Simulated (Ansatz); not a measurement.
Hf2Pd2Se2Br2O3:

```
Hf Pd Se Br O
1.0
     7.58666   -1.70971   -1.17576
     7.58666    1.70971   -1.17576
    -2.02446    0.00000   13.05155
Hf Pd Se Br O
2 2 2 2 3
Direct
  0.94514 0.94514 0.06144
  0.60628 0.60628 0.28309
  0.17920 0.17920 0.50964
  0.32286 0.32286 0.74307
  0.92232 0.92232 0.84566
  0.78991 0.78991 0.58800
  0.58645 0.58645 0.04520
  0.24604 0.24604 0.28651
  0.59701 0.59701 0.42127
  0.38554 0.38554 0.07302
  0.03094 0.03094 0.22169
```

The cell was built by a generator and needn't be a form met in nature.

```yaml
Program: Ansatz 0.2.0
Task: relaxation of cell and atoms
Functional: r2SCAN
Dispersion: rVV10
Potentials_or_basis: Ansatz PAW
Cutoff: "500 eV (not typed: the program's choice for these potentials)"
k_mesh: 6 × 6 × 2
Occupations: fermi-dirac, width 0.05 eV
Spin: no spin polarisation
```

At the start: volume 30.04 Å³/atom.

Task: Where does the relaxation end?

Result: It ends after 26 steps and the volume is 20.32 Å³/atom (-32.4 %); space group Cm (No. 8, to 0.05 Å).

Step by step:
| step | energy change (eV) | largest force (eV/Å) | volume (Å³) |
| --- | --- | --- | --- |
| 1 | 0.0000 | 0.5102 | 330.44 |
| 2 | -0.0517 | 0.5468 | 314.79 |
| 3 | -0.1006 | 0.1172 | 311.53 |
| 4 | -0.1691 | 0.1301 | 295.57 |
| 5 | -0.2288 | 0.2425 | 280.77 |
| 6 | -0.3131 | 0.2249 | 265.48 |
| 7 | -0.3777 | 0.2936 | 250.72 |
| 8 | -0.3934 | 0.0983 | 249.41 |
| 9 | -0.3941 | 0.1262 | 248.69 |
| 10 | -0.4004 | 0.0951 | 246.62 |
| 11 | -0.4032 | 0.0473 | 246.67 |
| 12 | -0.4132 | 0.0488 | 243.19 |
| 13 | -0.4256 | 0.1031 | 238.87 |
| 14 | -0.4420 | 0.2093 | 233.14 |
| 15 | -0.4587 | 0.2638 | 227.58 |
| 16 | -0.4704 | 0.2006 | 224.21 |
| 17 | -0.4791 | 0.0884 | 223.92 |
| 18 | -0.4800 | 0.0575 | 224.41 |
| 19 | -0.4809 | 0.0212 | 224.08 |
| 20 | -0.4812 | 0.0249 | 224.04 |
| 21 | -0.4815 | 0.0185 | 223.86 |
| 22 | -0.4817 | 0.0111 | 223.76 |
| 23 | -0.4615 | 0.0117 | 223.76 |
| 24 | -0.4615 | 0.0151 | 223.76 |
| 25 | -0.4617 | 0.0053 | 223.52 |
| 26 | -0.4616 | 0.0053 | 223.52 |

Final structure:
```cif
data_structure
_symmetry_space_group_name_H-M 'P 1'
_symmetry_Int_Tables_number 1
_cell_length_a 6.2475
_cell_length_b 6.2475
_cell_length_c 10.9523
_cell_angle_alpha 91.360
_cell_angle_beta 91.360
_cell_angle_gamma 31.535
_cell_volume 223.52
loop_
_atom_site_label
_atom_site_type_symbol
_atom_site_fract_x
_atom_site_fract_y
_atom_site_fract_z
_atom_site_occupancy
Hf1 Hf 0.96509 0.96509 0.03788 1
Hf2 Hf 0.58730 0.58730 0.30043 1
Pd1 Pd 0.12148 0.12148 0.55357 1
Pd2 Pd 0.34726 0.34726 0.74608 1
Se1 Se 0.98423 0.98423 0.78950 1
Se2 Se 0.76019 0.76019 0.59614 1
Br1 Br 0.64657 0.64657 0.02175 1
Br2 Br 0.26350 0.26350 0.29985 1
O1 O 0.53409 0.53409 0.45845 1
O2 O 0.38675 0.38675 0.04989 1
O3 O 0.01524 0.01524 0.22504 1
```

Caveat: the volume moved by over 15 % at a fixed basis, so the end points are rough; the plane-wave basis is chosen anew once the cell has moved, so the energies of steps on either side of that aren't comparable; the PAW data sets come from PBE, with cores solved anew for the run's functional, which leaves a small shift of forces and pressure.
